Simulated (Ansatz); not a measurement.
# WOCl4 (WCl4O): the relaxed shape and its frontier levels

Aim: characterise WOCl4 (WCl4O) as a singlet: its structure, frontier levels and distribution of charge.

The runs use Ansatz 0.2.0, Gaussian basis; RKS PBE0-D4/def2-TZVP.

Levels to be run: relaxation at B3LYP-D4/def2-SVP; a search for the lowest solution at PBE-D4/def2-SVP; a single point at PBE0-D4/def2-TZVP.

2 further runs of the same task are left out: 2 set aside as unsound or not needed.

## 1. The starting structure

6 atoms, charge 0, spin multiplicity 1.

Atoms are counted from 1 here; the program's logs count them from 0.

Bond lengths: W1–O2 1.671 Å, W1–Cl3 2.265 Å, W1–Cl4 2.267 Å, W1–Cl5 2.266 Å, W1–Cl6 2.264 Å. Angles: O2–W1–Cl3 105.9°, O2–W1–Cl4 105.9°, O2–W1–Cl5 106.2°, O2–W1–Cl6 106.1°, Cl3–W1–Cl4 85.6°, Cl3–W1–Cl5 148.0°, Cl3–W1–Cl6 85.6°, Cl4–W1–Cl5 85.6°, Cl4–W1–Cl6 148.0°, Cl5–W1–Cl6 85.7°.

Formally the metal is d0. W takes a core potential in the def2 sets. No spin-orbit coupling is included.

The start is a GFN2-xTB geometry.

## 2. Relaxation at B3LYP-D4/def2-SVP

The input, in.yaml:

```yaml
crystal:
  periodic: [false, false, false]
  atoms:
    - {symbol: W, position_ang: [-0.001050, -0.001750, 0.138270]}
    - {symbol: O, position_ang: [0.003940, -0.004450, 1.809360]}
    - {symbol: Cl, position_ang: [2.176200, 0.012770, -0.487530]}
    - {symbol: Cl, position_ang: [-0.011720, 2.179430, -0.479410]}
    - {symbol: Cl, position_ang: [-2.178800, -0.010180, -0.486600]}
    - {symbol: Cl, position_ang: [0.011440, -2.175820, -0.494080]}
basis:
  gaussian: {orbitals: def2-SVP}
hamiltonian: {xc: {name: B3LYP}, dispersion: d4}
scf: {lower_state_search: "off"}
output: {orbitals: {seedname: orbitals}}
relax: {f_tol: 0.02, max_steps: 100}
```

Command:

```bash
> ansatz run in.yaml --threads 4 --pin off --events-out ev --progress --plain --max-ram 4787MiB
```

The log of the run, shortened:

```text
Functional definition: B3LYP
  name "B3LYP"
  cite "Stephens, Devlin, Chabalowski & Frisch, J. Phys. Chem. 98, 11623 (1994) doi:10.1021/j100096a001"
  cite "Becke, Phys. Rev. A 38, 3098 (1988) doi:10.1103/PhysRevA.38.3098"
  cite "Lee, Yang & Parr, Phys. Rev. B 37, 785 (1988) doi:10.1103/PhysRevB.37.785"
  cite "Vosko, Wilk & Nusair, Can. J. Phys. 58, 1200 (1980) doi:10.1139/p80-159"
[...]
1178 factors; integrals over basis functions are off by at most 2.2e-4 eV
[...]
mean field -53954.24346487 eV, -1982.7818758342 hartree, gradient 6.3e-6 eV, S^2 0.000000; 0 other end points of the search recorded, 0 dependent functions left out
[...]
reference -53954.24377234 eV, -1982.7818871337 hartree; 45, 45 occupied and 73, 73 virtual orbitals, 1178 factors
relax step   1: F+E_penalty+E_count = -53954.79246257 eV  Δ(F+E_penalty+E_count) = +0.000e0 eV  max|allowed force component| = 1.178e0 eV/Å  Δτ_max = 0.0000 Å  (17 SCF iters, accepted)
[...]
relax step   3: F+E_penalty+E_count = -53954.93932556 eV  Δ(F+E_penalty+E_count) = -3.055e-2 eV  max|allowed force component| = 5.466e-2 eV/Å  Δτ_max = 0.0365 Å  (23 SCF iters, accepted)
[...]
relax step   4: F+E_penalty+E_count = -53954.93987172 eV  Δ(F+E_penalty+E_count) = -5.462e-4 eV  max|allowed force component| = 1.936e-2 eV/Å  Δτ_max = 0.0113 Å  (23 SCF iters, accepted)
Total energy: -53954.94017975 eV, -1982.8074796337 hartree
Atom 0 at     0.000035    -0.000276     0.091505 Å, force     0.000543    -0.000236     0.019363 eV/Å
Atom 1 at     0.001500    -0.005517     1.772080 Å, force    -0.001064    -0.000340    -0.011784 eV/Å
Atom 2 at     2.247954     0.013328    -0.467436 Å, force     0.002494     0.000144    -0.002355 eV/Å
Atom 3 at    -0.012289     2.249841    -0.458625 Å, force    -0.000017     0.002301    -0.002097 eV/Å
Atom 4 at    -2.248687    -0.010501    -0.464505 Å, force    -0.002072     0.000227    -0.001431 eV/Å
Atom 5 at     0.011497    -2.246876    -0.473008 Å, force     0.000117    -0.002096    -0.001697 eV/Å
Dipole moment:    -0.000068     0.000509    -0.135349 e Å
Checks for a lower state left out: stability, starts, cluster_reference, orbital_swaps, neighbouring_geometries, increment
```

It took 14 s on 4 threads of Intel Xeon Platinum 8175M at 2.50GHz, shared host.

The steps of the relaxation:

```
step  energy from step 1 (eV)  largest force component (eV/Å)
   1                   0.0000                          1.1784
   2                  -0.1163                          0.4893
   3                  -0.1469                          0.0547
   4                  -0.1474                          0.0194
```

Close pairs (by a distance rule), those that changed most:

```
  bond  before (Å)  after (Å)  change (Å)
W1–Cl6       2.264      2.316      +0.052
W1–Cl3       2.265      2.316      +0.051
W1–Cl5       2.266      2.316      +0.051
W1–Cl4       2.267      2.316      +0.049
 W1–O2       1.671      1.681      +0.009
```

Bonds by kind at the end (by distance):

```
bond  count  shortest (Å)  longest (Å)
Cl–W      4         2.316        2.316
 O–W      1         1.681        1.681
```

## 3. Searching for the lowest solution, PBE-D4/def2-SVP

start.molden holds the orbitals of an earlier run on this state, given as this run's starting guess.

The input, in.yaml:

```yaml
crystal:
  periodic: [false, false, false]
  atoms:
    - {symbol: W, position_ang: [0.000035, -0.000276, 0.091505]}
    - {symbol: O, position_ang: [0.001500, -0.005517, 1.772080]}
    - {symbol: Cl, position_ang: [2.247954, 0.013328, -0.467436]}
    - {symbol: Cl, position_ang: [-0.012289, 2.249841, -0.458625]}
    - {symbol: Cl, position_ang: [-2.248687, -0.010501, -0.464505]}
    - {symbol: Cl, position_ang: [0.011497, -2.246876, -0.473008]}
basis:
  gaussian: {orbitals: def2-SVP, initial_orbitals: start.molden}
hamiltonian: {xc: pbe, dispersion: d4}
output: {orbitals: {seedname: orbitals}}
```

Launched as before.

The log of the run:

```text
Functional definition: PBE
  name "PBE"
  cite "Perdew, Burke & Ernzerhof, Phys. Rev. Lett. 77, 3865 (1996) doi:10.1103/PhysRevLett.77.3865"
  parent pbe
  parameter kappa = 0.804
  parameter beta = 0.06672455060314922
  exchange = pbe_x(kappa = kappa, mu = beta*pi^2/3)
  correlation = pbe_c(beta = beta)
1230 factors; their error is unknown
mean field evaluation 1: about -53931.7565 eV, gradient 6.3e0 eV
mean field evaluation 2: about -53931.8429 eV, gradient 7.7e-2 eV
mean field evaluation 4: about -53931.7607 eV, gradient 6.6e-5 eV
mean field evaluation 8: about -53930.7490 eV, gradient 2.0e1 eV
mean field evaluation 16: about -53931.8358 eV, gradient 1.0e-1 eV
mean field -53931.76066750 eV, -1981.9556482704 hartree, gradient 6.6e-5 eV, S^2 0.000000; 1 other end points of the search recorded, 0 dependent functions left out
reference -53931.76073273 eV, -1981.9556506675 hartree; 45, 45 occupied and 73, 73 virtual orbitals, 1230 factors
Total energy: -53932.08554237 eV, -1981.9675872015 hartree
```

It took 2.5 s on 4 threads of Intel Xeon Platinum 8175M at 2.50GHz, shared host.

From the report: HOMO -7.62 eV, LUMO -5.61 eV.

## 4. Single point, PBE0-D4/def2-TZVP

in.yaml: that of step 3 with these lines changed.

```diff
@@ -10,4 +10,5 @@
 basis:
-  gaussian: {orbitals: def2-SVP, initial_orbitals: start.molden}
-hamiltonian: {xc: pbe, dispersion: d4}
+  gaussian: {orbitals: def2-TZVP, initial_orbitals: start.molden}
+hamiltonian: {xc: pbe0, dispersion: d4}
+scf: {omitted_lower_state_checks: [starts]}
 output: {orbitals: {seedname: orbitals}}
```

The command is unchanged.

The log of the run:

```text
Functional definition: PBE0
  name "PBE0"
  cite "Adamo & Barone, J. Chem. Phys. 110, 6158 (1999) doi:10.1063/1.478522"
  cite "Perdew, Burke & Ernzerhof, Phys. Rev. Lett. 77, 3865 (1996) doi:10.1103/PhysRevLett.77.3865"
  parent pbe
  parameter a = 0.25
  parameter kappa = 0.804
  parameter beta = 0.06672455060314922
  exchange = (1 - a)*pbe_x(kappa = kappa, mu = beta*pi^2/3) + a*exact_x
  correlation = pbe_c(beta = beta)
these checks for a lower state are left out or cut short: starts
1623 factors; their error is unknown
mean field evaluation 1: about -53949.3151 eV, gradient 2.1e2 eV
mean field evaluation 2: about -53953.4554 eV, gradient 6.0e0 eV
mean field evaluation 4: about -53953.7313 eV, gradient 2.3e-1 eV
mean field evaluation 8: about -53953.7316 eV, gradient 9.9e-6 eV
mean field -53953.73156060 eV, -1982.7630636995 hartree, gradient 9.9e-6 eV, S^2 0.000000; 0 other end points of the search recorded, 0 dependent functions left out
reference -53953.73159262 eV, -1982.7630648760 hartree; 45, 45 occupied and 174, 174 virtual orbitals, 1623 factors
Total energy: -53954.01232112 eV, -1982.7733814580 hartree
Checks for a lower state left out: starts
```

It took 8.5 s on 4 threads of Intel Xeon Platinum 8175M at 2.50GHz, shared host; peak memory 0.82 GiB.

Report: HOMO -9.02 eV, LUMO -5.13 eV.

Mulliken charges, from this run's orbitals:

```
atom  value (e)
  W1       1.27
  O2      -0.31
 Cl3      -0.24
 Cl4      -0.24
 Cl5      -0.24
 Cl6      -0.24
```

Largest Mayer bond orders: W1–O2 2.18; W1–Cl3 1.09; W1–Cl4 1.09; W1–Cl5 1.09; W1–Cl6 1.09.

## 5. Summary of results

```
                                         quantity                                         value
                                      point group                                           C4v
                     near neighbours of the metal  O 1.68, Cl 2.32, Cl 2.32, Cl 2.32, Cl 2.32 Å
                  HOMO, LUMO at PBE0-D4/def2-TZVP                               -9.02, -5.13 eV
charge on the metal (Mulliken, PBE0-D4/def2-TZVP)                                       +1.27 e
                      dipole at B3LYP-D4/def2-SVP                                        0.65 D
```

**Reading.** The molecule keeps its bonding pattern by the stored test; the atoms moved 0.07 Å (rms). The metal has 5 near neighbours by the distance rule, from 1.68 to 2.32 Å. The Mulliken charge of the metal, +1.27 e, depends on the basis and isn't its oxidation state. No usable vibrations, so a minimum isn't proven. Whether this spin is the lowest isn't tested here.
